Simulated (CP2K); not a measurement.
Runs of CP2K 2026.2 on TaTe. All rows change the cell; the cell of one of them follows. Symmetry: P4/mmm, No. 123, tetragonal system. The conventional cell has a = 3.420 Å, b = 3.420 Å, c = 3.557 Å, α = 90.00°, β = 90.00°, γ = 90.00°. Ta (site symmetry 4/mmm) has 8 Te at 3.00 Å and 4 Ta at 3.42 Å as nearest neighbours. Around Te (site symmetry 4/mmm) lie 8 Ta at 3.00 Å and 4 Te at 3.42 Å. The cell was built by a generator and needn't be a form met in nature.

```csv
cell,gap on the mesh (eV),pressure (GPa)
strain_c = 0.04,none,(b)
strain_c = 0.02,none,-1.3
strain_c = -0.04,none,(a)
strain_c = 0,none,1.5
strain_c = -0.02,none,4.7
```

Alike in all rows: task band structure; level PBE; potentials or basis POTENTIAL_UZH Ta GTH-PBE-q13, Te GTH-PBE-q6; TZVP-MOLOPT-PBE-GTH basis; no spin polarisation; k mesh 8 × 8 × 8; smearing fermi-dirac 0.05 eV.

Estimate the missing entries.

(a) 8.4; (b) -3.7.

Caveats: spin-orbit coupling is left out, which moves the levels of the heavy elements; the basis of atomic orbitals isn't converged, which shifts pressures, moduli and gaps.

A k mesh can miss the band edges, and the runs leave out spin-orbit coupling on Ta, Te.

A gap of «none» marks a metal or a gap under the smearing width.
